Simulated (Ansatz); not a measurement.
Born–Oppenheimer molecular dynamics of a periodic cell of 16 atoms, Nb (start crystal Nb, start structure bcc, volume 1.1 times the crystal's). It starts from a structure without forces on its atoms.

Method: DFT PBEsol, scalar-relativistic, plane waves, PAW in Ansatz 0.2.0. Settings: accuracy low, cutoff 420 eV, k mesh 2x2x2, fermi-dirac smearing 0.17 eV, no spin polarisation.

```yaml
ensemble: NVT, Langevin thermostat
time_step: 3 fs
steps_asked: 100
set_temperature: 2000 K
friction: 0.02 /fs
seed: 777780
```

First frame:

```xyz
16
Lattice="6.8130 0.0000 0.0000 0.0000 6.8130 0.0000 0.0000 0.0000 6.8130" Properties=species:S:1:pos:R:3
Nb 0.000 0.000 0.000
Nb 3.406 0.000 0.000
Nb 0.000 3.406 0.000
Nb 0.000 0.000 3.406
Nb 1.703 1.703 1.703
Nb 3.406 3.406 0.000
Nb 3.406 0.000 3.406
Nb 5.110 1.703 1.703
Nb 0.000 3.406 3.406
Nb 1.703 5.110 1.703
Nb 1.703 1.703 5.110
Nb 3.406 3.406 3.406
Nb 5.110 5.110 1.703
Nb 5.110 1.703 5.110
Nb 1.703 5.110 5.110
Nb 5.110 5.110 5.110
```

What does the run give?

All steps were run.

```yaml
steps_done: 100
time_covered: 300 fs
mean_temperature_over_the_second_half: 2081 K
spread_of_the_potential_energy_over_the_second_half: 33.1 meV per atom
mean_potential_energy_of_the_second_half_above_the_start: 303.0 meV per atom
```

A run of 0.3 ps of so small a system gives no equilibrium averages. Limits of this set-up: coarse k mesh, low accuracy level.

What happens to the structure?

Mean squared displacements from the first frame to the last, about the centre of mass: Nb 0.12 Å². Another seed would give other details.

How do temperature and energy run in time?


```json
{"time (fs)": "0.0", "T (K)": "1875", "potential energy less start (eV)": "0.000"}
{"time (fs)": "24.0", "T (K)": "1519", "potential energy less start (eV)": "0.913"}
{"time (fs)": "48.0", "T (K)": "1251", "potential energy less start (eV)": "2.802"}
{"time (fs)": "72.0", "T (K)": "1383", "potential energy less start (eV)": "3.452"}
{"time (fs)": "96.0", "T (K)": "1553", "potential energy less start (eV)": "3.379"}
{"time (fs)": "120.0", "T (K)": "1728", "potential energy less start (eV)": "2.993"}
{"time (fs)": "144.0", "T (K)": "2821", "potential energy less start (eV)": "3.470"}
{"time (fs)": "168.0", "T (K)": "1907", "potential energy less start (eV)": "4.797"}
{"time (fs)": "192.0", "T (K)": "1318", "potential energy less start (eV)": "4.745"}
{"time (fs)": "216.0", "T (K)": "2060", "potential energy less start (eV)": "4.149"}
{"time (fs)": "240.0", "T (K)": "2022", "potential energy less start (eV)": "4.755"}
{"time (fs)": "264.0", "T (K)": "1818", "potential energy less start (eV)": "5.682"}
{"time (fs)": "288.0", "T (K)": "2841", "potential energy less start (eV)": "5.231"}
```

Run time: 12 min on 2 threads of Arm Neoverse V2 (shared host), peak memory 0.96 GiB.
